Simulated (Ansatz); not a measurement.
# MnZn3: the cost of one run

Program: Ansatz 0.2.0. Level of theory: DFT r2SCAN, PAW, plane waves, scalar-relativistic. These are calculated values, not measurements.

## (1) The system as given

The structure is cubic, space group Pm-3m (No. 221). The conventional cell has a = 3.860 Å, b = 3.860 Å, c = 3.860 Å, α = 90.00°, β = 90.00°, γ = 90.00°. Around Mn (site symmetry m-3m) lie 12 Zn at 2.73 Å. Zn (site symmetry 4/mmm) is surrounded by 4 Mn at 2.73 Å and 8 Zn at 2.73 Å.

Structure file:

```cif
data_structure
_symmetry_space_group_name_H-M 'P 1'
_symmetry_Int_Tables_number 1
_cell_length_a 5.4589
_cell_length_b 3.8600
_cell_length_c 5.4589
_cell_angle_alpha 90.000
_cell_angle_beta 90.000
_cell_angle_gamma 90.000
_cell_volume 115.02
loop_
_atom_site_label
_atom_site_type_symbol
_atom_site_fract_x
_atom_site_fract_y
_atom_site_fract_z
_atom_site_occupancy
Mn1 Mn 0.00000 0.00000 0.00000 1
Mn2 Mn 0.50000 0.00000 0.50000 1
Zn1 Zn 0.75000 0.50000 0.25000 1
Zn2 Zn 0.25000 0.50000 0.75000 1
Zn3 Zn 0.00000 0.00000 0.50000 1
Zn4 Zn 0.50000 0.00000 0.00000 1
Zn5 Zn 0.75000 0.50000 0.75000 1
Zn6 Zn 0.25000 0.50000 0.25000 1
```

Labels such as Zn8 number the atoms in the order of the input file.

Planned first: parallel moments, plain SCF; opposed moments +-, plain SCF; no spin polarisation; spin on, no moments given (the program may seed its own), plain SCF. Further starts follow from what these give.

A plain SCF has the search for lower states switched off and ends at the first converged state. 

The total moment includes the space between the atomic spheres.

## (2) Parallel moments, plain SCF

The input, input.yaml:

```yaml
crystal:
  lattice:
    - [-3.86, 0.0, -3.86]
    - [0.0, -3.86, 0.0]
    - [-3.86, 0.0, 3.86]
  atoms:
    - { symbol: Mn, position: [0.0, 0.0, 0.0], spin: 4.5 }
    - { symbol: Mn, position: [0.5, 0.0, 0.5], spin: 4.5 }
    - { symbol: Zn, position: [0.75, 0.5, 0.25] }
    - { symbol: Zn, position: [0.25, 0.5, 0.75] }
    - { symbol: Zn, position: [0.0, 0.0, 0.5] }
    - { symbol: Zn, position: [0.5, 0.0, 0.0] }
    - { symbol: Zn, position: [0.75, 0.5, 0.75] }
    - { symbol: Zn, position: [0.25, 0.5, 0.25] }
magnetization:
  spin_polarized: true
hamiltonian:
  xc: r2scan
  pseudopotentials: { kind: paw }
basis:
  ecutwfc: 500
kpoints:
  mp_grid: { grid: [4, 5, 4] }
scf:
  occupations: { method: fermi_dirac, width: 0.1 }
  lower_state_search: "off"
output:
  forces: true
  stress: true
```

**Question.** How long does this run take on 2 threads of an Arm CPU, shared host, and how much memory does it need?

About 37 s, with a peak of 0.79 GiB.
